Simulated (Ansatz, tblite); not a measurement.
**The cluster Zn₄Br₈−: a ladder of methods and basis sets**

An exercise on one series of results from a longer session: the logs are not shown, and one member is left open.

Computed with Ansatz 0.2.0, Gaussian basis. Level: as each input shows.

The runs, in order: GFN1-xTB, GFN2-xTB, PBE-D4/def2-TZVP, r2SCAN-D4/def2-TZVP, B3LYP-D4/def2-TZVP, PBE-D4/def2-SVP, PBE0-D4/def2-SVP.

4 further runs of the same task are left out: 3 that didn't finish, 1 set aside as unsound or not needed.

### The relaxed structure

The geometry is that of the doublet, from an earlier relaxation (PBE-D4/def2-SVP). At that level it is the lowest of the isomers that a small search found.

12 atoms, charge -1, spin multiplicity 2.

Bond lengths: Zn1–Br6 2.480 Å, Zn1–Br8 2.313 Å, Zn1–Br10 2.536 Å, Zn1–Br11 2.542 Å, Zn2–Br5 2.580 Å, Zn2–Br9 2.478 Å, Zn2–Br11 2.581 Å, Zn2–Br12 2.299 Å, Zn3–Br5 2.787 Å, Zn3–Br9 2.667 Å, Zn3–Br11 2.788 Å, Zn4–Br5 2.544 Å, Zn4–Br6 2.480 Å, Zn4–Br7 2.312 Å, Zn4–Br10 2.536 Å. Angles: Br6–Zn1–Br8 123.1°, Br6–Zn1–Br10 97.5°, Br6–Zn1–Br11 103.0°, Br8–Zn1–Br10 119.2°, Br8–Zn1–Br11 112.9°, Br10–Zn1–Br11 96.8°, Br5–Zn2–Br9 91.9°, Br5–Zn2–Br11 100.8°, Br5–Zn2–Br12 118.5°, Br9–Zn2–Br11 92.0°, Br9–Zn2–Br12 128.7°, Br11–Zn2–Br12 118.2°, Br5–Zn3–Br9 83.6°, Br5–Zn3–Br11 91.0°, Br9–Zn3–Br11 83.7°, Br5–Zn4–Br6 102.8°, Br5–Zn4–Br7 112.9°, Br5–Zn4–Br10 97.0° and more.

Coordinates:

| atom | x (Å) | y (Å) | z (Å) |
| --- | --- | --- | --- |
| Zn1 | 0.2131 | -1.1705 | -1.9222 |
| Zn2 | -0.4698 | -0.7405 | 2.2389 |
| Zn3 | -2.3715 | 0.7390 | 0.4098 |
| Zn4 | 1.3003 | 1.6923 | -0.7507 |
| Br5 | 0.0393 | 1.6655 | 1.4581 |
| Br6 | 2.3456 | -0.5557 | -0.8156 |
| Br7 | 2.4784 | 3.6531 | -1.0892 |
| Br8 | 0.0871 | -2.6751 | -3.6738 |
| Br9 | -2.7779 | -0.1273 | 2.8989 |
| Br10 | -0.6840 | 1.1798 | -2.2450 |
| Br11 | -1.2858 | -1.8008 | 0.0320 |
| Br12 | 1.1252 | -1.8597 | 3.4589 |

The ion is computed in the gas phase, without counter-ions or solvent.

PBE0-D4/def2-TZVP was run before; its log isn't repeated, and its numbers join the tables.

Set-up of the first run:

Tight binding, by tblite at 300 K electronic temperature and without a spin-polarisation term:

```python
tblite.interface.Calculator('GFN1-xTB', numbers, positions, charge=-1, uhf=1).singlepoint()
```

Tight binding, by tblite at 300 K electronic temperature and without a spin-polarisation term:

```python
tblite.interface.Calculator('GFN2-xTB', numbers, positions, charge=-1, uhf=1).singlepoint()
```

start.molden holds the orbitals of an earlier run on this state, given as this run's starting guess.

The input, in.yaml:

```yaml
crystal:
  periodic: [false, false, false]
  atoms:
    - {symbol: Zn, position_ang: [0.213076, -1.170543, -1.922178]}
    - {symbol: Zn, position_ang: [-0.469799, -0.740529, 2.238869]}
    - {symbol: Zn, position_ang: [-2.371518, 0.738980, 0.409774]}
    - {symbol: Zn, position_ang: [1.300305, 1.692263, -0.750695]}
    - {symbol: Br, position_ang: [0.039318, 1.665511, 1.458073]}
    - {symbol: Br, position_ang: [2.345632, -0.555665, -0.815617]}
    - {symbol: Br, position_ang: [2.478409, 3.653145, -1.089152]}
    - {symbol: Br, position_ang: [0.087134, -2.675090, -3.673841]}
    - {symbol: Br, position_ang: [-2.777921, -0.127280, 2.898854]}
    - {symbol: Br, position_ang: [-0.684018, 1.179767, -2.244972]}
    - {symbol: Br, position_ang: [-1.285846, -1.800848, 0.032011]}
    - {symbol: Br, position_ang: [1.125239, -1.859691, 3.458865]}
basis:
  gaussian: {orbitals: def2-TZVP, fitting: {mean_field: def2-universal-jkfit}, initial_orbitals: start.molden}
total_charge: -1
magnetization: {spin_polarized: true, initial_magnetization: 1}
hamiltonian: {xc: pbe, dispersion: d4}
scf: {omitted_lower_state_checks: [starts]}
output: {forces: true, orbitals: {seedname: orbitals}}
```

Command:

```
$ ansatz run in.yaml --threads 2 --pin off --events-out ev --progress --plain --max-ram 32768MiB --backend cuda --devices 0, --max-vram 18GiB
```

Among the steps run: PBE-D4/def2-TZVP; r2SCAN-D4/def2-TZVP; B3LYP-D4/def2-TZVP; PBE-D4/def2-SVP; PBE0-D4/def2-SVP.

One table of the session follows, with a row left open; its other results are not shown here.

It belongs to the step «Levels side by side». 

| level | HOMO (eV) | LUMO (eV) | gap (eV) |
| --- | --- | --- | --- |
| PBE-D4/def2-SVP | -1.84 | -1.01 | 0.83 |
| PBE-D4/def2-TZVP | -2.17 | -1.34 | 0.83 |
| r2SCAN-D4/def2-TZVP | -2.53 | -1.01 | 1.52 |
| B3LYP-D4/def2-TZVP | ? | ? | ? |
| PBE0-D4/def2-SVP | -2.83 | -0.23 | 2.60 |
| PBE0-D4/def2-TZVP | -3.07 | -0.47 | 2.60 |

Estimate the missing values for B3LYP-D4/def2-TZVP.

As computed: HOMO (eV): -2.90; LUMO (eV): -0.88; gap (eV): 2.02. In the column «HOMO (eV)» it lies between PBE0-D4/def2-TZVP (-3.07) and PBE0-D4/def2-SVP (-2.83).
